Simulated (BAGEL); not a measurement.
# One shape, several levels: BPN2H6 (SMILES NB(N)P)

Wanted: a comparison of 3 runs (B3LYP/6-31G*, PBE0/6-31G*, RI-MP2/6-31G*) of BPN2H6. 

Program for the calculation: BAGEL 1.2.2.

1 further run of the same task is left out (set aside as unsound or not needed).

**1. Starting point**

The species is BPN2H6 (10 atoms), meant as a singlet with charge 0. SMILES: `NB(N)P`. The shape is that of a GFN2-xTB optimisation.

Bond lengths: N1–B2 1.400 Å, B2–N3 1.398 Å, B2–P4 1.946 Å, N1–H5 1.004 Å, N1–H6 1.006 Å, N3–H7 1.006 Å, N3–H8 1.004 Å, P4–H9 1.387 Å, P4–H10 1.387 Å. Some angles: N1–B2–N3 120.8°, N1–B2–P4 120.6°, N3–B2–P4 118.6°, B2–N1–H5 123.5°, B2–N1–H6 123.3°, B2–N3–H7 123.8°, B2–N3–H8 123.0°, B2–P4–H9 95.2°, B2–P4–H10 95.2°, H5–N1–H6 113.1°.

**2. A single-point energy at B3LYP/6-31G(d) (density fitting with qzvpp-jkfit, spherical functions) (run 1)**

Input file job.json:

```json
{ "bagel" : [

{
  "title" : "molecule",
  "basis" : "6-31gs.json",
  "df_basis" : "qzvpp-jkfit",
  "angstrom" : "true",
  "geometry" : [
    { "atom" : "N", "xyz" : [      -1.081460,       0.235390,      -0.675310 ] },
    { "atom" : "B", "xyz" : [       0.054150,      -0.193590,       0.021190 ] },
    { "atom" : "N", "xyz" : [       0.349850,      -1.554780,       0.140430 ] },
    { "atom" : "P", "xyz" : [       1.256020,       1.095630,       0.846690 ] },
    { "atom" : "H", "xyz" : [      -1.332940,       1.201370,      -0.784150 ] },
    { "atom" : "H", "xyz" : [      -1.731320,      -0.394060,      -1.114120 ] },
    { "atom" : "H", "xyz" : [      -0.215520,      -2.286970,      -0.253700 ] },
    { "atom" : "H", "xyz" : [       1.155590,      -1.898420,       0.630940 ] },
    { "atom" : "H", "xyz" : [       1.296130,       1.948080,      -0.247040 ] },
    { "atom" : "H", "xyz" : [       0.249490,       1.847340,       1.435070 ] }
  ]
},

{
  "title" : "ks",
  "xc_func" : "b3lyp"
},

{
  "title" : "print",
  "file" : "orbitals.molden",
  "orbitals" : "true"
}

]}
```

The basis set 6-31G* is read from a file made from the Basis Set Exchange's data (not shown).

Started as:

```
$ BAGEL_NUM_THREADS=1 BAGEL job.json > job.out
```

Standard output:

```text
* using 1 threads per process

  ===============================================================
  ===============================================================

  *** Geometry ***

  { "atom" : "N", "xyz" : [     -2.043663,      0.444823,     -1.276151 ] },
  { "atom" : "B", "xyz" : [      0.102329,     -0.365832,      0.040043 ] },
  { "atom" : "N", "xyz" : [      0.661121,     -2.938108,      0.265374 ] },
  { "atom" : "P", "xyz" : [      2.373534,      2.070441,      1.600012 ] },
  { "atom" : "H", "xyz" : [     -2.518892,      2.270260,     -1.481829 ] },
  { "atom" : "H", "xyz" : [     -3.271721,     -0.744665,     -2.105382 ] },
  { "atom" : "H", "xyz" : [     -0.407274,     -4.321747,     -0.479424 ] },
  { "atom" : "H", "xyz" : [      2.183749,     -3.587494,      1.192304 ] },
  { "atom" : "H", "xyz" : [      2.449331,      3.681338,     -0.466838 ] },
  { "atom" : "H", "xyz" : [      0.471468,      3.490967,      2.711889 ] },

  Number of auxiliary basis functions:      465

  Since a DF basis is specified, we compute 2- and 3-index integrals:
    o Being stored without compression. Storage requirement is 0.019 GB

  Number of basis functions:       72
  Number of electrons      :       40

    * METHOD: MOLECULE                             0.35

  *** Kohn-Sham DFT ***

    * Removing 18522 points whose weight is below 1.00e-10
    * Grid points: 130538

  === Nuclear Repulsion ===
   150.5977190054

       - DIIS with orbital gradients will be used.

  === KS iteration (b3lyp / 6-31gs.json) ===
      0       -457.36923491          0.13918715           0.48
      1       -462.30007886          0.12796264           0.55
      2       -457.87793932          0.18968745           0.46
      3       -476.37875503          0.07851460           0.47
      4       -478.07339826          0.05948986           0.54
      5       -479.19053074          0.02324377           0.47
      6       -479.32894712          0.01086038           0.49
      7       -479.37937750          0.00398260           0.50
      8       -479.38443723          0.00130655           0.45
      9       -479.38526368          0.00021031           0.45
     10       -479.38529374          0.00005332           0.47
     11       -479.38529488          0.00002074           0.45
     12       -479.38529502          0.00000674           0.45
     13       -479.38529504          0.00000232           0.45
     14       -479.38529504          0.00000113           0.45
     15       -479.38529504          0.00000013           0.46
     16       -479.38529504          0.00000003           0.45
     17       -479.38529504          0.00000001           0.45
    * SCF iteration converged.

    * Permanent dipole moment:
           (    0.851731,     0.576885,     0.561345) a.u.

    * METHOD: KS                                   9.59

    * METHOD: PRINT                                0.01

  ===============================================================
```

It took 11 s on 1 thread of Intel Xeon Platinum 8259CL at 2.50GHz (Skylake/Cascade Lake), shared host; peak memory 0.45 GiB.

**3. A single-point energy at PBE0/6-31G(d) (density fitting with qzvpp-jkfit, spherical functions) (run 2)**

Input file dft.json:

```json
{ "bagel" : [

{
  "title" : "molecule",
  "basis" : "6-31gs.json",
  "df_basis" : "qzvpp-jkfit",
  "angstrom" : true,
  "geometry" : [
    { "atom" : "N", "xyz" : [   -1.081460,    0.235390,   -0.675310 ] },
    { "atom" : "B", "xyz" : [    0.054150,   -0.193590,    0.021190 ] },
    { "atom" : "N", "xyz" : [    0.349850,   -1.554780,    0.140430 ] },
    { "atom" : "P", "xyz" : [    1.256020,    1.095630,    0.846690 ] },
    { "atom" : "H", "xyz" : [   -1.332940,    1.201370,   -0.784150 ] },
    { "atom" : "H", "xyz" : [   -1.731320,   -0.394060,   -1.114120 ] },
    { "atom" : "H", "xyz" : [   -0.215520,   -2.286970,   -0.253700 ] },
    { "atom" : "H", "xyz" : [    1.155590,   -1.898420,    0.630940 ] },
    { "atom" : "H", "xyz" : [    1.296130,    1.948080,   -0.247040 ] },
    { "atom" : "H", "xyz" : [    0.249490,    1.847340,    1.435070 ] }
  ]
},
{ "title" : "ks", "xc_func" : "pbe0" },
{ "title" : "print", "file" : "orbitals.molden", "orbitals" : true }

]}
```

The basis set 6-31G* is read from a file made from the Basis Set Exchange's data (not shown).

Started as:

```
$ BAGEL_NUM_THREADS=1 BAGEL dft.json > dft.out
```

Standard output:

```text
* using 1 threads per process

  ===============================================================
  ===============================================================

  *** Geometry ***

  { "atom" : "N", "xyz" : [     -2.043663,      0.444823,     -1.276151 ] },
  { "atom" : "B", "xyz" : [      0.102329,     -0.365832,      0.040043 ] },
  { "atom" : "N", "xyz" : [      0.661121,     -2.938108,      0.265374 ] },
  { "atom" : "P", "xyz" : [      2.373534,      2.070441,      1.600012 ] },
  { "atom" : "H", "xyz" : [     -2.518892,      2.270260,     -1.481829 ] },
  { "atom" : "H", "xyz" : [     -3.271721,     -0.744665,     -2.105382 ] },
  { "atom" : "H", "xyz" : [     -0.407274,     -4.321747,     -0.479424 ] },
  { "atom" : "H", "xyz" : [      2.183749,     -3.587494,      1.192304 ] },
  { "atom" : "H", "xyz" : [      2.449331,      3.681338,     -0.466838 ] },
  { "atom" : "H", "xyz" : [      0.471468,      3.490967,      2.711889 ] },

  Number of auxiliary basis functions:      465

  Since a DF basis is specified, we compute 2- and 3-index integrals:
    o Being stored without compression. Storage requirement is 0.019 GB

  Number of basis functions:       72
  Number of electrons      :       40

    * METHOD: MOLECULE                             0.33

  *** Kohn-Sham DFT ***

    * Removing 18522 points whose weight is below 1.00e-10
    * Grid points: 130538

  === Nuclear Repulsion ===
   150.5977190054

       - DIIS with orbital gradients will be used.

  === KS iteration (pbe0 / 6-31gs.json) ===
      0       -457.03437039          0.13904310           0.51
      1       -462.31764465          0.12763563           0.60
      2       -459.16989249          0.18857736           0.44
      3       -476.36738806          0.07508890           0.53
      4       -477.92615386          0.05567552           0.43
      5       -478.91945010          0.02036058           0.43
      6       -479.03182432          0.00871164           0.42
      7       -479.06566927          0.00295581           0.42
      8       -479.06837099          0.00090030           0.42
      9       -479.06878580          0.00012521           0.41
     10       -479.06879573          0.00003228           0.42
     11       -479.06879616          0.00000905           0.43
     12       -479.06879618          0.00000338           0.42
     13       -479.06879619          0.00000125           0.41
     14       -479.06879619          0.00000026           0.42
     15       -479.06879619          0.00000028           0.42
     16       -479.06879619          0.00000004           0.42
     17       -479.06879619          0.00000001           0.41
    * SCF iteration converged.

    * Permanent dipole moment:
           (    0.874871,     0.567112,     0.575045) a.u.

    * METHOD: KS                                   9.12

    * METHOD: PRINT                                0.01

  ===============================================================
```

It took 9.9 s on 1 thread of Intel Xeon Platinum 8259CL at 2.50GHz (Skylake/Cascade Lake), shared host; peak memory 0.44 GiB.

**4. A single-point energy at RI-MP2/6-31G(d) (density fitting with qzvpp-jkfit, spherical functions) (run 3)**

job.json: that of step 2 with these lines changed.

```diff
@@ -6,3 +6,3 @@
   "df_basis" : "qzvpp-jkfit",
-  "angstrom" : "true",
+  "angstrom" : true,
   "geometry" : [
@@ -21,12 +21,5 @@
 
-{
-  "title" : "ks",
-  "xc_func" : "b3lyp"
-},
+{ "title" : "hf" },
 
-{
-  "title" : "print",
-  "file" : "orbitals.molden",
-  "orbitals" : "true"
-}
+{ "title" : "mp2", "ncore" : 8 }
```

The basis set 6-31G* is read from a file made from the Basis Set Exchange's data (not shown).

Started as:

```
$ BAGEL_NUM_THREADS=1 BAGEL job.json > job.out
```

Standard output:

```text
* using 1 threads per process

  ===============================================================
  ===============================================================

  *** Geometry ***

  { "atom" : "N", "xyz" : [     -2.043663,      0.444823,     -1.276151 ] },
  { "atom" : "B", "xyz" : [      0.102329,     -0.365832,      0.040043 ] },
  { "atom" : "N", "xyz" : [      0.661121,     -2.938108,      0.265374 ] },
  { "atom" : "P", "xyz" : [      2.373534,      2.070441,      1.600012 ] },
  { "atom" : "H", "xyz" : [     -2.518892,      2.270260,     -1.481829 ] },
  { "atom" : "H", "xyz" : [     -3.271721,     -0.744665,     -2.105382 ] },
  { "atom" : "H", "xyz" : [     -0.407274,     -4.321747,     -0.479424 ] },
  { "atom" : "H", "xyz" : [      2.183749,     -3.587494,      1.192304 ] },
  { "atom" : "H", "xyz" : [      2.449331,      3.681338,     -0.466838 ] },
  { "atom" : "H", "xyz" : [      0.471468,      3.490967,      2.711889 ] },

  Number of auxiliary basis functions:      465

  Since a DF basis is specified, we compute 2- and 3-index integrals:
    o Being stored without compression. Storage requirement is 0.019 GB

  Number of basis functions:       72
  Number of electrons      :       40

    * METHOD: MOLECULE                             0.33

  *** RHF ***

  === Nuclear Repulsion ===
   150.5977190054

      * DIIS with orbital gradients will be used.

  === RHF iteration (6-31gs.json) ===
      0       -477.61164079          0.02501189           0.06
      1       -477.80640300          0.01250729           0.05
      2       -477.86403415          0.00181956           0.05
      3       -477.86591735          0.00025781           0.05
      4       -477.86596448          0.00007844           0.05
      5       -477.86597088          0.00001974           0.05
      6       -477.86597129          0.00000449           0.05
      7       -477.86597131          0.00000143           0.05
      8       -477.86597131          0.00000044           0.05
      9       -477.86597131          0.00000017           0.06
     10       -477.86597131          0.00000004           0.05
     11       -477.86597131          0.00000002           0.05
     12       -477.86597131          0.00000000           0.05
    * SCF iteration converged.

    * Permanent dipole moment:
           (    0.795349,     0.546397,     0.524559) a.u.

    * METHOD: HF                                   0.89

  *** RHF ***

  === Nuclear Repulsion ===
   150.5977190054

      * DIIS with orbital gradients will be used.

  === RHF iteration (6-31gs.json) ===
      0       -477.86597131          0.00000000           0.05
    * SCF iteration converged.

    * Permanent dipole moment:
           (    0.795349,     0.546397,     0.524559) a.u.

  === DF-MP2 calculation ===

    * freezing 8 orbitals
    * 3-index integral transformation done
    * assembly done

      MP2 correlation energy:   -0.5013266810      0.03

      MP2 total energy:       -478.3672979902

    * METHOD: MP2                                  0.16

  ===============================================================
```

Wall time 1.6 s (1 thread of Intel Xeon Platinum 8259CL at 2.50GHz (Skylake/Cascade Lake), shared host); peak memory 0.099 GiB.

**5. Overview of the runs**

```csv
run,level,frozen core orbitals,energy (Eh),dipole moment (D),HOMO energy (eV),LUMO energy (eV),wall time
1,"B3LYP/6-31G* (density fitting with qzvpp-jkfit, spherical functions)",–,-479.385295,2.98,-6.40,0.98,11 s
2,"PBE0/6-31G* (density fitting with qzvpp-jkfit, spherical functions)",–,-479.068796,3.03,-6.68,1.15,9.9 s
3,"RI-MP2/6-31G* (density fitting with qzvpp-jkfit, spherical functions)",8,-478.367298,–,–,–,1.6 s
```

**6. Results**

```
                                          quantity          value
                               run 3: total energy  -478.36730 Eh
run 3: correlation energy (8 core orbitals frozen)     -501.3 mEh
```

What this shows: Totals of different functionals can't be ranked against each other. All runs together took 22 s, the longest 11 s.
